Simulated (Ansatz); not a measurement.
# CH3FOSn: how energies converge with the basis set

Aim: see how fast density functionals converge with the basis set for CH3FOSn.

Computed with Ansatz 0.2.0, Gaussian basis. Level: one geometry, several basis sets.

Plan: PBE0-D4/def2-SVP; ωB97M-V/def2-SVP; PBE0-D4/def2-QZVPP; ωB97M-V/def2-QZVPP; the functionals' def2-TZVPP values are taken from earlier runs.

## (1) Structure used throughout

An earlier PBE0-D4 in a triple-zeta def2 set relaxation fixed the geometry. Sn takes the def2 core potential; no spin-orbit term is included.

7 atoms, charge 0, spin multiplicity 1.

Atoms are counted from 1 here; the program's logs count them from 0.

Bond lengths: F1–Sn2 1.986 Å, Sn2–O4 2.396 Å, Sn2–H5 1.785 Å, C3–O4 1.211 Å, C3–H6 1.099 Å, C3–H7 1.100 Å. Angles: F1–Sn2–O4 81.5°, F1–Sn2–H5 93.3°, O4–Sn2–H5 83.5°, O4–C3–H6 120.7°, O4–C3–H7 119.3°, H6–C3–H7 120.0°, Sn2–O4–C3 119.2°.

## (2) PBE0-D4 in def2-SVP

in.yaml reads:

```yaml
crystal:
  periodic: [false, false, false]
  atoms:
    - {symbol: F, position_ang: [1.076402, -1.149808, -1.027565]}
    - {symbol: Sn, position_ang: [-0.660297, -1.840194, -0.356532]}
    - {symbol: C, position_ang: [-0.050743, 1.249006, -0.002728]}
    - {symbol: O, position_ang: [-0.928812, 0.458755, 0.263629]}
    - {symbol: H, position_ang: [-0.064087, -2.011255, 1.316894]}
    - {symbol: H, position_ang: [0.867431, 0.918059, -0.508172]}
    - {symbol: H, position_ang: [-0.178494, 2.307536, 0.268774]}
basis:
  gaussian: {orbitals: def2-SVP}
hamiltonian: {xc: pbe0, dispersion: d4}
output: {orbitals: {seedname: orbitals}}
```

On the command line:

```
$ ansatz run in.yaml --threads 2 --pin off --events-out ev --progress --plain --max-ram 4352MiB
```

After this run come: ωB97M-V in def2-SVP; PBE0-D4 in def2-QZVPP; ωB97M-V in def2-QZVPP.

Q: Predict the results of all the runs planned. Wanted: PBE0-D4: double and triple zeta above quadruple; ωB97M-V: double and triple zeta above quadruple.

As calculated:

| quantity | value |
| --- | --- |
| PBE0-D4: double and triple zeta above quadruple | 7.75, 0.39 eV |
| ωB97M-V: double and triple zeta above quadruple | 7.97, 0.38 eV |

**Reading.** For PBE0-D4 the step from double to triple zeta gains 7.36 eV and the next only 0.39 eV. These are total energies; as a rule much of such shifts cancels in differences, which this series doesn't test.
